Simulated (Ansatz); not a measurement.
The system is TaTe.

```
Ta Te
1.0
     3.42009    0.00000    0.00000
     0.00000    3.42009    0.00000
     0.00000    0.00000    3.42009
Ta Te
1 1
Direct
  0.50000 0.50000 0.50000
  0.00000 0.00000 0.00000
```

The cell was built by a generator and needn't be a form met in nature.

Base run:

```yaml
Program: Ansatz 0.2.0
Functional: PBE
Potentials_or_basis: Ansatz PAW
Cutoff: "420 eV (not typed: the program's choice for these potentials)"
k_mesh: 8 × 8 × 8
Occupations: fermi-dirac, width 0.05 eV
Spin: no spin polarisation
Hubbard_terms: Ta d U = 3 eV
```

Its results: band gap on the k mesh none (metal or under the smearing width); pressure 3.1 GPa.

The run is repeated on the same cell with these changes: hubbard terms from Ta d U = 3 eV to Ta d U = 6 eV. What comes out?

Band gap on the k mesh none (metal or under the smearing width); pressure 9.0 GPa.

Caveats: U without spin polarisation on a metal has little footing; the U is typed as a test and isn't derived for this compound; the density of states is complete only up to the lowest level of the last band computed.
